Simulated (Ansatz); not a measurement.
# CH3BOSe: the cost of one run

Method: RKS B3LYP/def2-mTZVP, in Ansatz 0.2.0.

## (1) The starting structure

Bond lengths: O1–B2 1.309 Å, B2–C3 1.522 Å, B2–Se4 1.911 Å, C3–Se4 2.029 Å, O1–H5 0.958 Å, C3–H6 1.082 Å, C3–H7 1.082 Å. Angles: O1–B2–C3 146.0°, O1–B2–Se4 142.6°, C3–B2–Se4 71.4°, B2–O1–H5 120.4°, B2–C3–Se4 63.3°, B2–C3–H6 122.2°, B2–C3–H7 122.2°, Se4–C3–H6 111.6°, Se4–C3–H7 111.6°, H6–C3–H7 113.0°, B2–Se4–C3 45.3°.

Structure file:

```xyz
7

O    -1.0625    1.2024   -0.6937
B    -0.3828    0.1983   -0.1991
C     0.9266   -0.2485    0.4354
Se   -0.4860   -1.6770    0.1545
H    -1.9486    1.0676   -1.0316
H     1.1391   -0.0983    1.4861
H     1.8142   -0.4445   -0.1515
```

## (2) End point A

input.yaml

```yaml
crystal:
  periodic: [false, false, false]
  atoms:
    - { symbol: O, position_ang: [-1.06247, 1.20238, -0.6937] }
    - { symbol: B, position_ang: [-0.38284, 0.19828, -0.19911] }
    - { symbol: C, position_ang: [0.92661, -0.24854, 0.43543] }
    - { symbol: Se, position_ang: [-0.48599, -1.67699, 0.15447] }
    - { symbol: H, position_ang: [-1.94859, 1.06763, -1.03161] }
    - { symbol: H, position_ang: [1.13907, -0.09831, 1.48605] }
    - { symbol: H, position_ang: [1.81422, -0.44446, -0.15154] }
basis:
  gaussian: { orbitals: def2-mTZVP }
hamiltonian:
  xc: b3lyp
relax:
  f_tol: 0.015
  max_steps: 40
```

Run with:

```sh
$ ansatz run input.yaml --threads 2 --pin off --max-ram 3072MiB --backend cpu --events-out ev --progress --plain --runs-dir out
```

What time and memory should one allow on 2 threads of AMD EPYC 7R43 (Zen 3), shared host?

About 19 s, with a peak of 0.24 GiB.
